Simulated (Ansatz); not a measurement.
# W: the cost of one run

Program: the Python package of Ansatz 0.2.0. Level of theory: DFT PBEsol, plane waves, PAW. These are calculated values, not measurements.

### Step 1. Starting point

It takes space group Pbcm (No. 57, orthorhombic). The conventional cell has a = 2.810 Å, b = 4.864 Å, c = 4.924 Å, α = 90.00°, β = 90.00°, γ = 90.00°. W (site symmetry m) is surrounded by 12 W at 2.70 to 3.06 Å.

The script holds or builds the structure itself.

### Step 2. The script

The input, push_w.py:

```python
"""Energy and force of W as one atom is pushed off its site."""

import ansatz
import numpy as np


def main() -> None:
    xtal = (
        ansatz.Lattice.of((2.809662, 0.0, 0.0), (0.0, 4.86387, 0.0), (0.0, 0.0, 4.923695))
        .atom("W", (0.793172, 0.563157, 0.25))
        .atom("W", (0.206828, 0.063157, 0.25))
        .atom("W", (0.206828, 0.436843, 0.75))
        .atom("W", (0.793172, 0.936843, 0.75))
    )

    inverse = np.linalg.inv(np.array(xtal.lattice.vectors))
    home = np.array(xtal.sites[2].position)
    values = np.linspace(-0.1, 0.1, 5)
    energies, pulls = [], []
    for shift in values:
        moved = xtal.move(2, to=home + shift * inverse[2])
        job = (
            moved.calculation()
            .functional("PBEsol")
            .pseudopotentials("paw")
            .kpoints(length=22)
            .occupations("Fermi-Dirac", width=0.1)
            .forces()
        )
        report = job.run(threads=1).report
        energies.append(report["free_energy_ev"])
        pulls.append(report["forces_ev_ang"][2][2])

    # the force is minus the slope of the free energy
    print("shift (A)   dE (eV)   force along z (eV/A)")
    for shift, e, f in zip(values, energies, pulls):
        print(f"{shift:8.3f} {e - energies[2]:10.5f} {f:12.4f}")
    print(f"stiffness from energies {2 * np.polyfit(values, energies, 2)[0]:.3f}, from forces {-np.polyfit(values, pulls, 1)[0]:.3f} eV/A^2")


if __name__ == "__main__":
    main()
```

### Step 3. The calls as engine input

The package turns the script's settings into the engine's input (first run):

```yaml
crystal:
  lattice:
    - [2.809662, 0.0, 0.0]
    - [0.0, 4.86387, 0.0]
    - [0.0, 0.0, 4.923695]
  atoms:
    - { symbol: W, position: [0.793172, 0.563157, 0.25] }
    - { symbol: W, position: [0.206828, 0.063157, 0.25] }
    - { symbol: W, position: [0.206828, 0.436843, 0.7296900498507727] }
    - { symbol: W, position: [0.793172, 0.936843, 0.75] }
kpoints:
  mp_grid:
    grid: [8, 5, 4]
hamiltonian:
  xc: pbesol
  pseudopotentials:
    kind: paw
scf:
  occupations:
    method: fermi_dirac
    width: 0.1
output:
  forces: true
```

### Step 4. The run

Command:

```
$ python push_w.py
```

Q: Estimate wall time and peak memory on 1 thread of Intel Xeon Platinum 8259CL at 2.50GHz (Skylake/Cascade Lake), shared host.

About 57 s, with a peak of 0.49 GiB.
